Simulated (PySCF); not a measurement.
**BBr2F (dibromofluoroborane) at M06-L/cc-pVDZ**

Aim: the vertical singlet–triplet gap of BBr2F (dibromofluoroborane) at M06-L/cc-pVDZ, from 2 runs. The job is set up through a Python script.

Program for the calculation: PySCF 2.14.0.

2 further runs of the same task are left out: 2 set aside as unsound or not needed.

## Step 1: Starting point

The species is BBr2F (4 atoms), meant as a singlet with charge 0. As SMILES, `FB(Br)Br`. The shape is that of a PBE0-D4/def2-TZVP optimisation.

Bond lengths: F1–B2 1.307 Å, B2–Br3 1.901 Å, B2–Br4 1.901 Å. Angles: F1–B2–Br3 119.1°, F1–B2–Br4 119.1°, Br3–B2–Br4 121.7°.

## Step 2: A single-point energy at M06-L/cc-pVDZ

The input, run.py:

```python
from pyscf import gto, dft

system = gto.M(
    atom=[
    ('F', (1.316550, 0.465960, 0.364370)),
    ('B', (0.123960, 0.043770, 0.034160)),
    ('Br', (-0.483040, -1.629420, 0.701450)),
    ('Br', (-0.957470, 1.119690, -1.099980)),
],
    basis='cc-pvdz',
    verbose=4,
    spin=0,
    max_memory=1860,
)

mf = dft.RKS(system)
mf.xc = 'm06-l'
mf.grids.level = 5
mf.conv_tol = 1e-10
mf.kernel()
if not mf.converged:
    mf = mf.newton().run(mf.mo_coeff, mf.mo_occ)

etot = mf.e_tot
print('Final energy', etot)
```

Run with:

```console
$ OMP_NUM_THREADS=1 python run.py
```

Standard output:

```text
PySCF version 2.14.0

[INPUT] num. atoms = 4
[INPUT] num. electrons = 84
[INPUT] charge = 0
[INPUT] spin (= nelec alpha-beta = 2S) = 0
[INPUT] symmetry False subgroup None
[INPUT] Mole.unit = angstrom
[INPUT] Symbol           X                Y                Z      unit          X                Y                Z       unit  Magmom
[INPUT]  1 F      1.316550000000   0.465960000000   0.364370000000 AA    2.487918929296   0.880536785002   0.688559508008 Bohr   0.0
[INPUT]  2 B      0.123960000000   0.043770000000   0.034160000000 AA    0.234250450401   0.082713312472   0.064553044415 Bohr   0.0
[INPUT]  3 Br    -0.483040000000  -1.629420000000   0.701450000000 AA   -0.912813307210  -3.079157541889   1.325548390076 Bohr   0.0
[INPUT]  4 Br    -0.957470000000   1.119690000000  -1.099980000000 AA   -1.809356072487   2.115907444414  -2.078660942499 Bohr   0.0

[... 60 lines left out ...]
converged SCF energy = -5272.86803784719
Final energy -5272.868037847193
```

Run time: 23 s. Hardware: 1 thread of Arm Neoverse V2, shared host; peak memory 0.44 GiB.

## Step 3: The triplet

The input, calc.py:

```python
from pyscf import gto, dft

mol = gto.M(
    atom='F 1.316550 0.465960 0.364370; B 0.123960 0.043770 0.034160; Br -0.483040 -1.629420 0.701450; Br -0.957470 1.119690 -1.099980',
    spin=2,
    charge=0,
    verbose=3,
    max_memory=1860,
    basis='cc-pvdz',
)

calc0 = dft.UKS(mol, xc='m06-l')
calc0.grids.level = 5
calc0.conv_tol = 1e-10
calc0.kernel()
if not calc0.converged:
    calc0 = calc0.newton().run(calc0.mo_coeff, calc0.mo_occ)

etot = calc0.e_tot
print('E(%s) = %.9f' % ('M06-L', etot))
```

Run with:

```console
$ OMP_NUM_THREADS=1 python calc.py
```

Standard output:

```text
WARN: HOMO -0.0781191392668559 >= LUMO -0.297047146596296

WARN: HOMO -0.000601231484737674 >= LUMO -0.184581969231321

WARN: HOMO -0.0586093204185927 >= LUMO -0.271096392031534

WARN: HOMO -0.0785975432386179 >= LUMO -0.27957654836761

WARN: HOMO -0.0645004882123805 >= LUMO -0.277529274744809

WARN: HOMO -0.0645622402036903 >= LUMO -0.27545099529727

WARN: HOMO -0.0645888538249562 >= LUMO -0.275685999633887

WARN: HOMO -0.0646108232451565 >= LUMO -0.275950737620907

WARN: HOMO -0.0646492521531261 >= LUMO -0.275985725804923

WARN: HOMO -0.0646060240373822 >= LUMO -0.275965716106779

WARN: HOMO -0.0646142567874515 >= LUMO -0.275976469744939

WARN: HOMO -0.0646145638448097 >= LUMO -0.275973751149712

WARN: HOMO -0.0646145893262373 >= LUMO -0.275974226070893

WARN: HOMO -0.0646142136240861 >= LUMO -0.275974226909121

converged SCF energy = -5272.66276498376  <S^2> = 2.008785  2S+1 = 3.005851
E(M06-L) = -5272.662764984
```

Wall time 55 s (1 thread of Arm Neoverse V2, shared host); peak memory 0.47 GiB.

## Step 4: What came out

Level: M06-L/cc-pVDZ.

```
                                        quantity           value
                           singlet: total energy  -5272.86804 Eh
                          singlet: dipole moment          0.20 D
                            singlet: HOMO energy        -7.49 eV
                            singlet: LUMO energy        -1.77 eV
                          singlet: HOMO–LUMO gap         5.72 eV
                           triplet: total energy  -5272.66276 Eh
                          triplet: dipole moment          1.73 D
     triplet: HOMO energy (highest over α and β)        -1.76 eV
                                   triplet: ⟨S²⟩           2.009
vertical energy of the triplet above the singlet        5.586 eV
```

At this shape the triplet lies 5.59 eV (129 kcal/mol) above the singlet. Mulliken charges (triplet) run from -0.12 on F1 to +0.09 on Br3.
